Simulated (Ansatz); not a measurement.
# TaTe in Ansatz: the effect of Hubbard term

Crystal: TaTe.

```xyz
2
Lattice="3.4201 0.0000 0.0000 0.0000 3.4201 0.0000 0.0000 0.0000 3.4201" Properties=species:S:1:pos:R:3 pbc="T T T"
Ta    1.7100    1.7100    1.7100
Te    0.0000    0.0000    0.0000
```

The cell was built by a generator and needn't be a form met in nature.

Alike in all runs:

```yaml
Program: Ansatz 0.2.0
Task: projected density of states
Functional: PBE
Potentials_or_basis: Ansatz PAW
Cutoff: "420 eV (not typed: the program's choice for these potentials)"
k_mesh: 8 × 8 × 8
Occupations: fermi-dirac, width 0.05 eV
Spin: no spin polarisation
Hubbard_projectors: ortho-atomic (the default)
Double_counting: fll (the default)
```

| Hubbard term | pressure (GPa) |
| --- | --- |
| none | 0.1 |
| Ta d U = 1 eV | ? |
| Ta d U = 2 eV | 1.6 |
| Ta d U = 3 eV | 3.1 |
| Ta d U = 4 eV | 5.1 |
| Ta d U = 5 eV | 6.7 |
| Ta d U = 6 eV | 9.0 |
| Ta d U = 8 eV | 15.5 |

Problem. What does the run with Hubbard term Ta d U = 1 eV give?

Solution. Pressure 0.8 GPa.

Worked out: A parabola through the other rows of the pressure, of slope 0.778 GPa per eV there, gives 0.7 GPa, against the run's 0.8.

Caveats: the density of states is complete only up to the lowest level of the last band computed; U without spin polarisation on a metal has little footing (some runs); the U is typed as a test and isn't derived for this compound (some runs).
